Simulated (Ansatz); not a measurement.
LaS, space group Fm-3m, a convergence test of the k-point mesh

With Ansatz 0.2.0, Python API.

Interactive session:
```pycon
>>> import csv
>>> import warnings
>>> import ansatz as az
>>> XC = 'r2scan'
>>> SMEARING = 'fermi_dirac'
>>> SMEARING_WIDTH = 0.15
>>> MIXING_BETA = 0.2
>>> TOLERANCE = 1e-05
>>> warnings.simplefilter('ignore', az.DeckWarning)
>>> lattice = az.Lattice.of(
...     [0.0, 2.927, 2.927],
...     [2.927, 0.0, 2.927],
...     [2.927, 2.927, 0.0],
... )
>>> sites = [
...     ('La', [0.0, 0.0, 0.0]),
...     ('S', [0.5, 0.5, 0.5]),
... ]
>>> xtal = az.Crystal(lattice=lattice)
>>> for symbol, position in sites:
...     xtal = xtal.atom(symbol, position)
...
>>> calc = (
...     xtal.calculation()
...     .functional(XC)
...     .occupations(SMEARING, width=SMEARING_WIDTH)
...     .mixing('broyden', beta=MIXING_BETA)
...     .initial_density(normalization='atom')
...     .scf(tolerance=TOLERANCE)
... )
>>> rows = []
>>> for value in [(2, 2, 2), (3, 3, 3), (4, 4, 4), (5, 5, 5), (7, 7, 7), (8, 8, 8)]:
...     rep = calc.kpoints(mesh=value).run(threads=1).report
...     rows.append((value, rep['free_energy_ev'] / len(rep['lattice']['sites']), rep['n_iterations'], rep['n_kpoints']))
...
>>> with open('kconv.csv', 'w', newline='') as handle:
...     writer = csv.writer(handle)
...     writer.writerow(['mesh', 'F/atom (eV)', 'iterations', 'k-points'])
...     writer.writerows([round(v, 5) if isinstance(v, float) else v for v in row] for row in rows)
...
38
>>> # the last row is the reference
>>> for row in rows[:-1]:
...     shift = 1000 * (row[1] - rows[-1][1])
...     print(f'{row[0]}: {shift:+.2f} meV/atom' + ('  (within 1 meV)' if abs(shift) < 1 else ''))
...
(2, 2, 2): -171.28 meV/atom
(3, 3, 3): +41.95 meV/atom
(4, 4, 4): +7.14 meV/atom
(5, 5, 5): -7.64 meV/atom
(7, 7, 7): +2.77 meV/atom
```

It writes `kconv.csv`:
```csv
mesh,F/atom (eV),iterations,k-points
"(2, 2, 2)",-3587.87,7,3
"(3, 3, 3)",-3587.65677,10,4
"(4, 4, 4)",-3587.69158,7,8
"(5, 5, 5)",-3587.70636,10,10
"(7, 7, 7)",-3587.69595,10,20
"(8, 8, 8)",-3587.69872,10,29
```

Caveats:
- A Fermi-Dirac width this large means warm electrons, whose thermal share enters the free energy.
- The structure is a deposited one; some such entries were measured under pressure or heat, so a shift against it needn't be the functional's error alone.
- Shifts are counted from the finest mesh, which is itself no proven limit.
- Run time: 11 s on 1 thread of Arm Neoverse V2 (shared host), peak memory 0.44 GiB.
